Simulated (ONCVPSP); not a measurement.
# An ONCV potential for Pb, from input to tests

Task: generate the file, and judge it by its errors in other configurations, its logarithmic derivatives, its ghosts and its cutoff.

Method: ONCVPSP 4.0.1, PBE, scalar-relativistic.

**1. The atom and the settings**

The settings as typed:

```json
{"element": "lead (Pb, Z = 82)", "type": "optimised norm-conserving Vanderbilt (ONCV)", "frozen core": "[Xe] 4f14 5d10", "valence charge": "4", "reference configuration": "6s2 6p2", "partial waves": "6s: rc 1.70 bohr, ncon 4, nbas 8, qcut 3.1 1/bohr, 2 projectors, debl 1 Ha; 6p: rc 2.40 bohr, ncon 4, nbas 9, qcut 3 1/bohr, 1 projector; d scattering state at 0.46 Ha: rc 2.55 bohr, ncon 5, nbas 10, qcut 3.2 1/bohr, 2 projectors, debl 0.9 Ha", "local potential": "polynomial inside 1.35 bohr (lpopt 5, dvloc0 4 Ha)", "core correction": "polynomial model core, fcfact 0.75"}
```

The nodes and maxima of the atom's own shells, from an earlier all-electron run, set the scale for the radii.

All-electron outer shells of the reference configuration (PBE, scalar-relativistic, ld1.x):

```tsv
shell	level (eV)	outermost node (bohr)	outermost maximum (bohr)
5p	-85.83	0.49	0.88
5d	-21.18	0.52	1.07
6s	-12.04	1.01	1.95
6p	-3.50	1.18	2.67
```

**2. The generation run**

Contents of Pb.dat:

```
# ATOM AND REFERENCE CONFIGURATION
# atsym  z   nc   nv     iexc    psfile
  Pb 82.00   13    2        4      upf
#
#   n    l    f
    1    0    2.00
    2    0    2.00
    2    1    6.00
    3    0    2.00
    3    1    6.00
    3    2   10.00
    4    0    2.00
    4    1    6.00
    4    2   10.00
    4    3   14.00
    5    0    2.00
    5    1    6.00
    5    2   10.00
    6    0    2.00
    6    1    2.00
#
# PSEUDOPOTENTIAL AND OPTIMIZATION
# lmax
    2
#
#   l,   rc,      ep,       ncon, nbas, qcut
    0    1.70    0.00    4    8    3.10
    1    2.40    0.00    4    9    3.00
    2    2.55    0.46    5   10    3.20
#
# LOCAL POTENTIAL
# lloc, lpopt,  rc(5),   dvloc0
    4    5    1.35    4.00
#
# VANDERBILT-KLEINMAN-BYLANDER PROJECTORs
# l, nproj, debl
    0    2    1.00
    1    1    4.00
    2    2    0.90
#
# MODEL CORE CHARGE
# icmod, fcfact, rcfact
    1    0.75    0.00
#
# LOG DERIVATIVE ANALYSIS
# epsh1, epsh2, depsh
   -2.00    5.00    0.02
#
# OUTPUT GRID
# rlmax, drl
    6.00    0.01
#
# TEST CONFIGURATIONS
# ncnf
    4
# nvcnf
#   n    l    f
    2
    6    0    2.00
    6    1    1.00
#
    2
    6    0    2.00
    6    1    0.00
#
    2
    6    0    1.00
    6    1    0.00
#
    2
    6    0    2.00
    6    1    1.50
#
```

Started as:

```console
$ oncvpsp.x < Pb.dat > Pb.out
```

Before running it: what results should come out? Wanted: cutoffs for 1 and 0.1 mHa per electron, occupied waves; bound ghosts; GHOST(+) flags; largest test error; largest phase difference near zero energy, channels read; rms error of d²Exc/dn², without and with the model core.

As calculated:

| quantity | value |
| --- | --- |
| cutoffs for 1 and 0.1 mHa per electron, occupied waves | 18 Ha and 58 Ha |
| bound ghosts | s at -83.48 eV, d at -13.39 eV |
| GHOST(+) flags | s at 377 eV |
| largest test error (AE − PS) | -124 meV, for 6s2 6p0 (1 test unsolved) |
| largest phase difference near zero energy, channels read | 0.116 rad |
| rms error of d²Exc/dn², without and with the model core | 9.64 and 0.11 mHa |

In words: A bound ghost (s, d) makes it unfit for use: electrons can fall into a state that the atom doesn't have. By total energies transferability is poor: the largest error is 124 meV on 20.0 eV, for 6s2 6p0. Of the tests 1 gave no usable energy difference, which is a warning in itself. By its cutoff, 18 Ha for the looser tolerance, it is of middling hardness. The tighter tolerance needs 58 Ha, and converged work needs a cutoff nearer that. At the looser tolerance the 6s wave is the slowest; 6p needs 5 Ha. That counts occupied waves only; other projectors can need more. Of the channels read, d scatters worst near zero energy, by up to 0.12 rad. The program also flags highly localised states, GHOST(+) (s).
